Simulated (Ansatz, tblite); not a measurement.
# The cluster Mg14S14: a ladder of methods and basis sets

How do method and basis change the picture of the cluster Mg14S14 (singlet)?

Computed with Ansatz 0.2.0, Gaussian basis. Level: as each input shows.

The runs, in order: GFN1-xTB, GFN2-xTB, PBE-D4/def2-SVP, r2SCAN-D4/def2-SVP, ωB97M-V/def2-SVP, PBE-QIDH/def2-SVP, B3LYP-D4/def2-SVP, PBE+5HF/def2-SVP, PBE+10HF/def2-SVP, PBE+15HF/def2-SVP, PBE+35HF/def2-SVP, PBE+50HF/def2-SVP, PBE0-D4/def2-TZVP, PBE-D4/def2-TZVP, HF/STO-3G, HF/6-31G, B3LYP-D4/6-31G, MP2/def2-SVP, RPA/def2-SVP.

**1. The relaxed structure**

The singlet was relaxed beforehand with PBE-D4/def2-SVP, loosely relaxed.

28 atoms, charge 0, spin multiplicity 1.

Bond lengths: Mg1–S2 2.305 Å, Mg1–S8 2.459 Å, Mg1–S10 2.667 Å, S2–Mg3 2.323 Å, Mg3–S4 2.462 Å, Mg3–S24 2.562 Å, S4–Mg5 2.462 Å, S4–Mg11 2.479 Å, S4–Mg25 2.505 Å, Mg5–S6 2.323 Å, Mg5–S26 2.562 Å, S6–Mg7 2.304 Å, Mg7–S12 2.671 Å, Mg7–S14 2.459 Å, S8–Mg9 2.382 Å, S8–Mg15 2.451 Å, Mg9–S10 2.453 Å, Mg9–S16 2.425 Å and more. Angles: S2–Mg1–S8 143.9°, S2–Mg1–S10 107.8°, S8–Mg1–S10 97.5°, Mg1–S2–Mg3 87.1°, S2–Mg3–S4 140.8°, S2–Mg3–S24 125.1°, S4–Mg3–S24 93.8°, Mg3–S4–Mg5 167.7°, Mg3–S4–Mg11 94.1°, Mg3–S4–Mg25 86.4°, Mg5–S4–Mg11 94.3°, Mg5–S4–Mg25 86.5°, Mg11–S4–Mg25 78.3°, S4–Mg5–S6 140.5°, S4–Mg5–S26 93.6°, S6–Mg5–S26 125.5°, Mg5–S6–Mg7 86.8°, S6–Mg7–S12 107.9° and more.

As a file:

```xyz
28
Mg14S14
Mg    0.36424   -5.20071    0.19772
S     0.03327   -4.96950   -2.07142
Mg    0.25130   -2.67915   -1.75024
S    -1.11712   -0.64227   -1.54581
Mg   -2.19294    1.56284   -1.74889
S    -4.28804    2.51215   -2.07369
Mg   -4.31229    2.92059    0.19415
S     1.83790   -6.19116    1.89896
Mg    1.96605   -3.89031    2.50148
S     0.13329   -2.78494    1.30366
Mg   -0.82894   -0.48245    0.91150
S    -2.34162    1.50024    1.30516
Mg   -2.38869    3.65082    2.48682
S    -4.44952    4.69031    1.89552
Mg    3.81726   -5.53284    0.61151
S     3.94791   -2.96909    1.44999
Mg    2.23180   -1.42029    0.71554
S     1.35375    0.78998    1.16293
Mg   -0.12113    2.65277    0.70810
S    -0.59393    4.91274    1.45131
Mg   -2.88503    6.06429    0.60220
S     4.90799   -5.32883   -1.42972
Mg    4.03330   -3.19741   -1.21000
S     2.46596   -1.39177   -1.77206
Mg    1.04864    0.60304   -1.36837
S     0.03472    2.82696   -1.77961
Mg   -0.75074    5.08486   -1.21039
S    -2.15739    6.90913   -1.43636
```

PBE0-D4/def2-SVP was run before; its log isn't repeated, and its numbers join the tables.

**2. GFN1-xTB**

Tight binding, by tblite at 300 K electronic temperature and without a spin-polarisation term:

```python
tblite.interface.Calculator('GFN1-xTB', numbers, positions, charge=0, uhf=0).singlepoint()
```

Energy -1704.9908 eV, HOMO -10.24 eV, LUMO -8.62 eV; 0.2 s.

**3. GFN2-xTB**

Tight binding, by tblite at 300 K electronic temperature and without a spin-polarisation term:

```python
tblite.interface.Calculator('GFN2-xTB', numbers, positions, charge=0, uhf=0).singlepoint()
```

Energy -1476.8499 eV, HOMO -10.41 eV, LUMO -9.62 eV; 2.5 s.

**4. PBE-D4/def2-SVP**

start.molden holds the orbitals of an earlier run on this state, given as this run's starting guess.

Input file in.yaml:

```yaml
crystal:
  periodic: [false, false, false]
  atoms:
    - {symbol: Mg, position_ang: [0.364245, -5.200710, 0.197724]}
    - {symbol: S, position_ang: [0.033269, -4.969495, -2.071420]}
    - {symbol: Mg, position_ang: [0.251296, -2.679146, -1.750241]}
    - {symbol: S, position_ang: [-1.117121, -0.642270, -1.545811]}
    - {symbol: Mg, position_ang: [-2.192936, 1.562838, -1.748894]}
    - {symbol: S, position_ang: [-4.288044, 2.512149, -2.073692]}
    - {symbol: Mg, position_ang: [-4.312286, 2.920594, 0.194154]}
    - {symbol: S, position_ang: [1.837904, -6.191156, 1.898964]}
    - {symbol: Mg, position_ang: [1.966053, -3.890307, 2.501480]}
    - {symbol: S, position_ang: [0.133290, -2.784942, 1.303661]}
    - {symbol: Mg, position_ang: [-0.828941, -0.482449, 0.911497]}
    - {symbol: S, position_ang: [-2.341618, 1.500239, 1.305156]}
    - {symbol: Mg, position_ang: [-2.388687, 3.650818, 2.486819]}
    - {symbol: S, position_ang: [-4.449519, 4.690309, 1.895518]}
    - {symbol: Mg, position_ang: [3.817264, -5.532839, 0.611513]}
    - {symbol: S, position_ang: [3.947914, -2.969095, 1.449986]}
    - {symbol: Mg, position_ang: [2.231802, -1.420289, 0.715545]}
    - {symbol: S, position_ang: [1.353748, 0.789976, 1.162928]}
    - {symbol: Mg, position_ang: [-0.121126, 2.652772, 0.708104]}
    - {symbol: S, position_ang: [-0.593928, 4.912744, 1.451305]}
    - {symbol: Mg, position_ang: [-2.885030, 6.064292, 0.602204]}
    - {symbol: S, position_ang: [4.907990, -5.328835, -1.429720]}
    - {symbol: Mg, position_ang: [4.033300, -3.197415, -1.209997]}
    - {symbol: S, position_ang: [2.465956, -1.391771, -1.772061]}
    - {symbol: Mg, position_ang: [1.048637, 0.603043, -1.368369]}
    - {symbol: S, position_ang: [0.034725, 2.826960, -1.779608]}
    - {symbol: Mg, position_ang: [-0.750742, 5.084855, -1.210390]}
    - {symbol: S, position_ang: [-2.157392, 6.909130, -1.436356]}
basis:
  gaussian: {orbitals: def2-SVP, fitting: {mean_field: def2-universal-jkfit}, initial_orbitals: start.molden}
hamiltonian: {xc: pbe, dispersion: d4}
scf: {omitted_lower_state_checks: [starts]}
output: {forces: true, orbitals: {seedname: orbitals}}
```

Launch:

```console
ansatz run in.yaml --threads 2 --pin off --events-out ev --progress --plain --max-ram 32768MiB --backend cuda --devices 0, --max-vram 18GiB
```

After this run come: r2SCAN-D4/def2-SVP; ωB97M-V/def2-SVP; PBE-QIDH/def2-SVP; B3LYP-D4/def2-SVP; PBE+5HF/def2-SVP; PBE+10HF/def2-SVP; PBE+15HF/def2-SVP; PBE+35HF/def2-SVP; PBE+50HF/def2-SVP; PBE0-D4/def2-TZVP; PBE-D4/def2-TZVP; HF/STO-3G; HF/6-31G; B3LYP-D4/6-31G; MP2/def2-SVP; RPA/def2-SVP.

Q: Predict the results of all the runs planned. Wanted: gap in def2-SVP, named functionals, smallest and largest; gap over the share of exact exchange; correlation energy, MP2/def2-SVP; binding an atom, functionals in def2-SVP; PBE0 total energy, smallest basis above largest.

As calculated:

```
                                                quantity                                   value
gap in def2-SVP, named functionals, smallest and largest     1.80 eV (PBE-D4), 6.72 eV (ωB97M-V)
                    gap over the share of exact exchange            1.80 eV at 0, 5.12 eV at 0.5
                        correlation energy, MP2/def2-SVP                               -63.88 eV
                binding an atom, functionals in def2-SVP  3.17 (B3LYP-D4) to 3.44 eV (r2SCAN-D4)
         PBE0 total energy, smallest basis above largest          77.55 eV (def2-SVP, def2-TZVP)
```

**Reading.** Orbital gaps of the named functionals in def2-SVP span 1.80 eV (PBE-D4) to 6.72 eV (ωB97M-V); exact exchange widens it. Raising the share of exact exchange from 0 to 0.5 moves the HOMO by -2.12 eV and the LUMO by +1.19 eV.
